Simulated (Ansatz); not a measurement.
Here is an Ansatz 0.2.0 calculation.

File input.yaml:

```yaml
crystal:
  lattice:
    - [0.0, 2.67761641, 2.67761641]
    - [2.67761641, 0.0, 2.67761641]
    - [2.67761641, 2.67761641, 0.0]
  atoms:
    - { symbol: Ru, position: [0.5, 0.5, 0.5], spin: 1.0 }
    - { symbol: Se, position: [0.0, 0.0, 0.0] }
kpoints:
  mp_grid: { grid: [6, 6, 6] }
scf:
  occupations: { method: gaussian, width: 0.05 }
hamiltonian:
  xc: lda
  pseudopotentials: { kind: all_electron, lapw: { basis_error: 0.001 } }
magnetization:
  spin_polarized: true
output:
  forces: true
  stress: true
  eigenvalues: true
```

Potentials or basis: all-electron LAPW, scalar-relativistic.

Launch:

```console
$ ansatz run input.yaml --threads 1 --pin off --max-ram 3072MiB --backend cpu --events-out ev --progress --plain --runs-dir out
```

Estimate the band gap on the k mesh.

none (metal or under the smearing width).

Estimate the pressure.

-19.1 GPa.

Estimate the net moment.

1.13 μB per cell.

What does it give for the site moments?

Ru +1.01; Se +0.06 μB.

Caveat: so large a pressure means that the cell lies far from this level's equilibrium, or that cutoff or potentials fall short.
